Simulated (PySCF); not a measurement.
**[Er(H2O)5]3+: other functionals and bases at one geometry**

One table from this session's results is given with a row withheld; the runs are named, their logs left out.

Program: PySCF 2.14.0. Level of theory: several levels, as the steps say, no spin–orbit coupling. These are calculated values, not measurements.

6 further runs of the same task are left out: 2 for a known fault of the program, 2 that didn't finish, 2 set aside as unsound or not needed.

### Starting geometry

16 atoms, charge 3, spin multiplicity 1.

Bond lengths: Er1–O2 2.302 Å, Er1–O5 2.302 Å, Er1–O8 2.269 Å, Er1–O11 2.304 Å, Er1–O14 2.304 Å, O2–H3 0.982 Å, O2–H4 0.982 Å, O5–H6 0.982 Å, O5–H7 0.982 Å, O8–H9 0.984 Å, O8–H10 0.984 Å, O11–H12 0.983 Å, O11–H13 0.983 Å, O14–H15 0.983 Å, O14–H16 0.983 Å. Angles: O2–Er1–O5 158.3°, O2–Er1–O8 100.8°, O2–Er1–O11 86.7°, O2–Er1–O14 86.9°, O5–Er1–O8 100.8°, O5–Er1–O11 86.9°, O5–Er1–O14 86.7°, O8–Er1–O11 107.3°, O8–Er1–O14 107.3°, O11–Er1–O14 145.3°, Er1–O2–H3 128.2°, Er1–O2–H4 128.2°, H3–O2–H4 103.6°, Er1–O5–H6 128.2°, Er1–O5–H7 128.2°, H6–O5–H7 103.6°, Er1–O8–H9 128.1°, Er1–O8–H10 128.1° and more.

As a file:

```
atom    x (Å)    y (Å)    z (Å)
 Er1  -0.0473   0.0000   0.0000
  O2  -0.4797  -0.0411   2.2609
  H3  -0.5998   0.7197   2.8702
  H4  -0.6064  -0.8233   2.8413
  O5  -0.4797   0.0412  -2.2609
  H6  -0.5998  -0.7196  -2.8702
  H7  -0.6063   0.8233  -2.8413
  O8   2.2218  -0.0001   0.0000
  H9   2.8297  -0.0174   0.7739
 H10   2.8297   0.0172  -0.7739
 O11  -0.7336   2.1989   0.0445
 H12  -0.1758   3.0086   0.0548
 H13  -1.6511   2.5523   0.0574
 O14  -0.7338  -2.1988  -0.0445
 H15  -1.6514  -2.5521  -0.0574
 H16  -0.1760  -3.0086  -0.0548
```

Formal oxidation states: Er +3. Each metal's 11 4f electrons lie in its core potential, so multiplicities, spins and levels count the valence alone. An earlier session relaxed this geometry at r2SCAN, Er lcecp-1-SVP with ECP57, O def2-SVP, H def2-SVP (singlet, point group C2v).

At r2SCAN on the finer grid: E = -419.042991 Eh, HOMO -22.03 eV, LUMO -14.45 eV, Mulliken charge on Er1 +1.50 e, largest force component 0.067 eV/Å. 

Levels to run: PBE0; wB97X; BLYP; M06-L; r2SCAN, TZVP. Hardware: 4 threads of Arm Neoverse V2, shared host.

Set-up of the first run:

The input, run.py (the lines that set the calculation):

```python
mol = gto.M(atom='''
Er    -0.04728     0.00000     0.00000
O     -0.47970    -0.04115     2.26092
H     -0.59976     0.71966     2.87018
H     -0.60639    -0.82328     2.84129
O     -0.47969     0.04118    -2.26092
H     -0.59981    -0.71962    -2.87018
H     -0.60632     0.82332    -2.84129
O      2.22183    -0.00008     0.00000
H      2.82974    -0.01737     0.77392
H      2.82974     0.01716    -0.77392
O     -0.73361     2.19889     0.04449
H     -0.17580     3.00862     0.05482
H     -1.65115     2.55226     0.05736
O     -0.73377    -2.19883    -0.04449
H     -1.65135    -2.55214    -0.05736
H     -0.17602    -3.00861    -0.05482''',
    basis={'Er': 'lcecp-1-SVP', 'O': 'def2-SVP', 'H': 'def2-SVP'},
    ecp={'Er': 'lcecp-1-SVP'},
    charge=3, spin=0)
mf = dft.RKS(mol, xc='PBE0')
mf.grids.atom_grid = (75, 302)  # f atoms: unpruned, at least (60, 302)
mf = mf.density_fit()  # fitting sets: Er AutoAux, O def2-universal-JKFIT, H def2-universal-JKFIT
mf.conv_tol = 1e-08; mf.max_cycle = 55
mf.kernel(dm0)  # dm0: the density of the relaxed state
```

Command:

```bash
OMP_NUM_THREADS=4 python run.py
```

Among the steps run: PBE0; wB97X; BLYP; M06-L; r2SCAN, TZVP.

One table of the session follows, with a row left open; its other results are not shown here.

```
                level  HOMO (eV)  gap (eV)  charge on Er1 (e)  dipole (D)  largest force component (eV/Å)
r2SCAN (relaxed here)     -22.03      7.58               1.50        0.15                            0.07
                 PBE0     -23.46      9.70               1.52        0.14                            0.12
                wB97X          ?         ?                  ?           ?                               ?
                 BLYP     -21.44      6.82               1.29        0.16                            0.43
                M06-L     -22.03      7.60               1.65        0.13                            0.17
         r2SCAN, TZVP     -22.03      7.61               2.00        0.18                            0.28
```

Estimate the missing values for wB97X.

As computed: HOMO (eV): -26.08; gap (eV): 14.61; charge on Er1 (e): 1.51; dipole (D): 0.12; largest force component (eV/Å): 0.17. In the column «HOMO (eV)» it is the lowest.

The dipole of a charged species depends on the origin, so these sizes hold for this origin alone.

In one basis the HOMO–LUMO gap runs from 6.82 eV (BLYP) to 14.61 eV (wB97X). The largest leftover force, 0.43 eV/Å with BLYP, stands at a geometry relaxed at another level. With 4f in the core, its levels are missing from HOMO and gap, and its count is fixed, so no charge can pass from the ligands into it. Total energies of different levels can't be compared.
